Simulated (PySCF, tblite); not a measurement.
# C4H8B2GeS: geometry, infrared bands and NMR shifts

What infrared bands and NMR shifts should C4H8B2GeS (`BSB/[C]([GeH3])=C/C#C`) show?

Computed with tblite 0.8.0 and PySCF 2.14.0, with density-fitted response routines of our own, on a single molecule in the gas phase. Atoms are numbered from 0 throughout.

## 1. The molecule as given

16 atoms, charge 0, multiplicity 1; geometry from: force field or distance geometry start.

Bonds of the start (Å): B0–S1 1.88, S1–B2 1.88, B2–C3 1.59, C3–Ge4 1.92, C3–C5 1.34, C5–C6 1.44, C6–C7 1.20, B0–H8 1.18, B0–H9 1.18, B2–H10 1.18, Ge4–H11 1.55, Ge4–H12 1.55, Ge4–H13 1.55, C5–H14 1.09, C7–H15 1.06.

## 2. Relaxing the molecule with GFN2-xTB

Job settings and geometry (Å):

```
{"job": {"kind": "relax", "xc": "GFN2-xTB", "basis": "xTB"}, "charge": 0, "multiplicity": 1}
B      3.256300    -0.304900     0.415700
S      2.221400    -1.878300     0.387900
B      0.791100    -1.054900     1.286700
C     -0.379800    -0.318400     0.495100
Ge    -0.321300    -0.279100    -1.425600
C     -1.350400     0.290500     1.196700
C     -2.422400     1.013300     0.564700
C     -3.319800     1.617600     0.048300
H      3.165300     0.463400    -0.474900
H      3.961200    -0.074000     1.330500
H      0.762800    -1.077600     2.463600
H      0.546300     0.919700    -1.882500
H     -1.753300    -0.133900    -2.008800
H      0.299400    -1.592200    -1.980500
H     -1.343500     0.274800     2.285000
H     -4.120900     2.142900    -0.404800
```

Command:

```bash
OMP_NUM_THREADS=1 python probes_run.py task.json out
```

The driver reads the jobs from task.json and runs them one after another.

**Question.** This job is followed by: GFN2-xTB harmonic vibrations, gas phase; GIAO PBE0/pcSseg-1 NMR shielding, non-relativistic, gas phase. Predict these results of the whole session: strongest single infrared mode (GFN2-xTB); zero-point energy (GFN2-xTB); 13C shifts against TMS (PBE0/pcSseg-1); 1H shifts against TMS (PBE0/pcSseg-1, means over atoms taken as alike); 11B shifts against BF3·OEt2 (PBE0/pcSseg-1); 33S shifts against CS2 (PBE0/pcSseg-1); 73Ge shifts against GeMe4 (PBE0/pcSseg-1).

**Answer**, as computed:

| quantity | value |
| --- | --- |
| strongest single infrared mode (GFN2-xTB) | 2075 cm⁻¹, 401 km/mol |
| zero-point energy (GFN2-xTB) | 61.1 kcal/mol |
| 13C shifts against TMS (PBE0/pcSseg-1) | 164.6, 157.8, 110.9, 88.4 ppm |
| 1H shifts against TMS (PBE0/pcSseg-1, means over atoms taken as alike) | 7.65, 7.46, 7.09, 4.27, 4.10 ppm |
| 11B shifts against BF3·OEt2 (PBE0/pcSseg-1) | 75.7, 68.4 ppm |
| 33S shifts against CS2 (PBE0/pcSseg-1) | 194 ppm |
| 73Ge shifts against GeMe4 (PBE0/pcSseg-1) | -256 ppm |

Relaxing lowered the energy by 1.091 eV in 172 steps; the close pair that moved most is B0–S1, from 1.883 to 1.766 Å. No mode is imaginary among the 42: a minimum at this level. The strongest single mode, at 2075 cm⁻¹, moves mainly H11 and H12. Unscaled tight-binding wavenumbers are off by several per cent, some by more. Its intensities can rank the bands wrongly. At PBE0/pcSseg-1: The largest span, 730 ppm, is at S1, where the paramagnetic term is -751 ppm. Spin-orbit coupling is left out, which matters for shieldings and couplings at and beside the heavy atoms.
